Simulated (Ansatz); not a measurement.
# C2H5InOSi: the cost of one run

All numbers below are computed with Ansatz 0.2.0 (RKS PBE0/def2-SVP).

## 1. The structure to begin with

Bond lengths: C1–C2 1.204 Å, C2–In3 2.132 Å, In3–O4 1.957 Å, O4–Si5 1.614 Å, C1–H6 1.057 Å, In3–H7 1.699 Å, Si5–H8 1.465 Å, Si5–H9 1.473 Å, Si5–H10 1.471 Å. Angles: C1–C2–In3 176.6°, C2–C1–H6 179.1°, C2–In3–O4 117.4°, C2–In3–H7 130.3°, O4–In3–H7 112.3°, In3–O4–Si5 142.2°, O4–Si5–H8 104.1°, O4–Si5–H9 111.0°, O4–Si5–H10 108.6°, H8–Si5–H9 111.3°, H8–Si5–H10 112.0°, H9–Si5–H10 109.6°.

Coordinates:

```xyz
10

C    -1.1921    0.8685    2.7643
C    -0.3828    0.2257    2.1460
In    0.9948   -0.8732    0.9455
O     0.8273   -0.7061   -0.9967
Si    0.0154    0.0876   -2.1439
H    -1.8980    1.4245    3.3204
H     2.2453   -1.9310    1.3973
H     0.1183   -0.7803   -3.3201
H    -1.3899    0.2935   -1.7515
H     0.6617    1.3908   -2.3614
```

## 2. End point A

File input.yaml:

```yaml
crystal:
  periodic: [false, false, false]
  atoms:
    - { symbol: C, position_ang: [-1.19211, 0.8685, 2.76428] }
    - { symbol: C, position_ang: [-0.38284, 0.2257, 2.14605] }
    - { symbol: In, position_ang: [0.99481, -0.87322, 0.94552] }
    - { symbol: O, position_ang: [0.82725, -0.70611, -0.99665] }
    - { symbol: Si, position_ang: [0.01539, 0.08757, -2.14385] }
    - { symbol: H, position_ang: [-1.89801, 1.42454, 3.32041] }
    - { symbol: H, position_ang: [2.24528, -1.93097, 1.39727] }
    - { symbol: H, position_ang: [0.11835, -0.78033, -3.32013] }
    - { symbol: H, position_ang: [-1.38988, 0.29353, -1.75147] }
    - { symbol: H, position_ang: [0.66175, 1.3908, -2.36141] }
basis:
  gaussian: { orbitals: def2-SVP }
hamiltonian:
  xc: pbe0
relax:
  f_tol: 0.015
  max_steps: 40
```

The run is started by

```bash
$ ansatz run input.yaml --threads 2 --pin off --max-ram 3072MiB --backend cpu --events-out ev --progress --plain --runs-dir out
```

**Question.** How long does this run take on 2 threads of Arm Neoverse V1, shared host, and how much memory does it need?

About 39 s, with a peak of 0.27 GiB.
